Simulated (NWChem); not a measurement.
**triplet CH7GaSi at 5 levels**

Wanted: a comparison of 5 runs (UHF/6-31G*, UPBE0/6-31G*, UB3LYP/6-31G*, UM06-2X/6-31G*, UMP2/6-31G*) of triplet CH7GaSi. 

The calculation is run with NWChem 7.3.0.

1 further run of the same task is left out (set aside as unsound or not needed). Runs told in other sessions of the task aren't counted.

**1. The molecule**

CH7GaSi: 10 atoms, total charge 0, spin state triplet. SMILES of the parent species: `[CH3][GaH][SiH3]`. The shape is that of a PBE0-D4/def2-TZVP optimisation. That shape belongs to the parent species and isn't relaxed for this state.

Bond lengths: C1–Ga2 1.971 Å, Ga2–Si3 2.419 Å, C1–H4 1.090 Å, C1–H5 1.094 Å, C1–H6 1.093 Å, Ga2–H7 1.578 Å, Si3–H8 1.492 Å, Si3–H9 1.489 Å, Si3–H10 1.492 Å. Some angles: C1–Ga2–Si3 120.8°, C1–Ga2–H7 118.1°, Si3–Ga2–H7 121.0°, Ga2–C1–H4 113.1°, Ga2–C1–H5 109.2°, Ga2–C1–H6 110.1°, Ga2–Si3–H8 110.2°, Ga2–Si3–H9 114.2°, Ga2–Si3–H10 110.2°, H4–C1–H5 108.5°.

**2. The energy at UHF/6-31G(d) (spherical functions) (run 1)**

The input, mol.nw:

```
echo
start mol
memory total 2200 mb
charge 0
geometry noautosym nocenter noautoz
   C    -1.123300    1.394100   -0.619200
   Ga    0.561500    0.659300    0.093300
   Si    0.786700   -1.705300    0.550700
   H    -1.924300    0.656600   -0.670400
   H    -0.947000    1.785400   -1.626000
   H    -1.454200    2.236500   -0.005700
   H     1.759600    1.654600    0.346000
   H     0.531000   -2.496200   -0.688800
   H     2.125000   -2.100900    1.069700
   H    -0.231700   -2.135100    1.553300
end
basis "ao basis" spherical bse
   * library 6-31G*
end
scf
   triplet
   uhf
   thresh 1e-08
   maxiter 80
   print low
end
task scf energy
```

On the command line:

```console
$ nwchem mol.nw > mol.out
```

The program printed:

```text
[...]
  functions       =    78
[...]
  wavefunction    = UHF
[...]
         Total SCF energy =  -2253.662683952185
      One electron energy =  -3615.364651682575
      Two electron energy =   1123.118921884215
 Nuclear repulsion energy =    238.583045846174
                       Sz =      1.0000
                 Sz(Sz+1) =      2.0000
                      S^2 =      2.0076
[...]
```

It took 31 s on 1 thread of Intel Xeon 6975P-C (Granite Rapids), shared host; peak memory 0.096 GiB.

**3. The energy at UPBE0/6-31G(d) (spherical functions) (run 2)**

The input, work.nw:

```
echo
start work
memory total 2200 mb

geometry noautosym nocenter noautoz
  C     -1.123300     1.394100    -0.619200
  Ga     0.561500     0.659300     0.093300
  Si     0.786700    -1.705300     0.550700
  H     -1.924300     0.656600    -0.670400
  H     -0.947000     1.785400    -1.626000
  H     -1.454200     2.236500    -0.005700
  H      1.759600     1.654600     0.346000
  H      0.531000    -2.496200    -0.688800
  H      2.125000    -2.100900     1.069700
  H     -0.231700    -2.135100     1.553300
end

basis "ao basis" spherical bse
  C library 6-31G*
  Ga library 6-31G*
  Si library 6-31G*
  H library 6-31G*
end

dft
  xc pbe0
  mult 3
  grid xfine
  convergence energy 1e-08
  iterations 100
  mulliken
  print low
end

task dft
```

On the command line:

```console
$ nwchem work.nw > work.out
```

The program printed:

```text
[...]
 d= 0,ls=0.0,diis     1  -2255.7298584301 -2.49D+03  7.36D-03  6.75D-02     5.0
[...]
 d= 0,ls=0.0,diis    14  -2255.7788022659 -5.04D-09  4.40D-07  6.07D-11    65.2
[...]
         Total DFT energy =    -2255.778802265914
      One electron energy =    -3614.993243025508
           Coulomb energy =     1224.107621322773
    Exchange-Corr. energy =     -103.476226409354
 Nuclear repulsion energy =      238.583045846174
[...]
      Total Density - Mulliken Population Analysis
     ---------------------------------------------
    Atom       Charge   Shell Charges
 -----------   ------   -------------------------------------------------------
    1 C    6     6.62   2.00  0.67  2.07  0.68  1.18  0.02
    2 Ga  31    31.35   2.00  2.00  6.00  2.00  5.99  1.21  1.73  0.05  0.29  6.80  2.92  0.37
    3 Si  14    13.65   2.00  2.00  5.96  1.05  1.87  0.24  0.39  0.14
    4 H    1     0.80   0.51  0.28
    5 H    1     0.78   0.51  0.27
    6 H    1     0.78   0.51  0.27
    7 H    1     0.92   0.45  0.47
    8 H    1     1.04   0.49  0.54
    9 H    1     1.02   0.49  0.54
   10 H    1     1.04   0.49  0.54
[...]
      <S2> =      2.0030 (Exact =     2.0000)
[...]
```

Wall time 66 s (1 thread of Intel Xeon 6975P-C (Granite Rapids), shared host); peak memory 0.14 GiB.

Runs 3 to 4 aren't shown in full; the table further down has their settings and results.

**4. The energy at UMP2/6-31G(d) (spherical functions) (run 5)**

The input, a.nw:

```
start a
title "CH7GaSi mp2"
memory stack 880 mb heap 220 mb global 1100 mb
charge 0
geometry units angstrom noautosym nocenter noautoz
  C       -1.123300       1.394100      -0.619200
  Ga       0.561500       0.659300       0.093300
  Si       0.786700      -1.705300       0.550700
  H       -1.924300       0.656600      -0.670400
  H       -0.947000       1.785400      -1.626000
  H       -1.454200       2.236500      -0.005700
  H        1.759600       1.654600       0.346000
  H        0.531000      -2.496200      -0.688800
  H        2.125000      -2.100900       1.069700
  H       -0.231700      -2.135100       1.553300
end
basis spherical bse
  C library 6-31G*
  Ga library 6-31G*
  Si library 6-31G*
  H library 6-31G*
end
scf
  nopen 2
  uhf
  thresh 1e-08
  maxiter 80
end
mp2
  freeze core 15
  tight
end
task mp2 energy
```

On the command line:

```console
$ nwchem a.nw > a.out
```

The program printed:

```text
[...]
  functions       =    78
[...]
  wavefunction    = UHF
[...]
         Total SCF energy =  -2253.662683952185
      One electron energy =  -3615.364651682575
      Two electron energy =   1123.118921884215
 Nuclear repulsion energy =    238.583045846174
                       Sz =      1.0000
                 Sz(Sz+1) =      2.0000
                      S^2 =      2.0076
[...]
          Total MP2 energy         -2254.108504011230
[...]
```

It took 36 s on 1 thread of Intel Xeon 6975P-C (Granite Rapids), shared host; peak memory 0.18 GiB.

**5. The series**

```tsv
run	level	iteration cap	module	energy (Eh)	⟨S²⟩	wall time
1	UHF/6-31G* (spherical functions)	80	scf	-2253.662684	2.008	31 s
2	UPBE0/6-31G* (spherical functions)	100	dft	-2255.778802	2.003	66 s
3	UB3LYP/6-31G* (spherical functions)	100	dft	-2256.284267	2.002	64 s
4	UM06-2X/6-31G* (spherical functions)	100	dft	-2256.133493	2.004	96 s
5	UMP2/6-31G* (spherical functions)	80	mp2	-2254.108504	2.008	36 s
```

**6. Outcome**

| quantity | value |
| --- | --- |
| run 5: total energy | -2254.10850 Eh |
| run 5: HOMO energy (Hartree–Fock orbitals) (highest over α and β) | -5.61 eV |
| run 5: LUMO energy (Hartree–Fock orbitals) (lowest over α and β) | -1.93 eV |
| run 5: correlation energy (15 core orbitals frozen) | -445.8 mEh |
| run 5: ⟨S²⟩ of the reference determinant | 2.008 |

**Reading.** Totals of different functionals can't be ranked against each other. All runs together took 4.9 min, the longest 96 s.
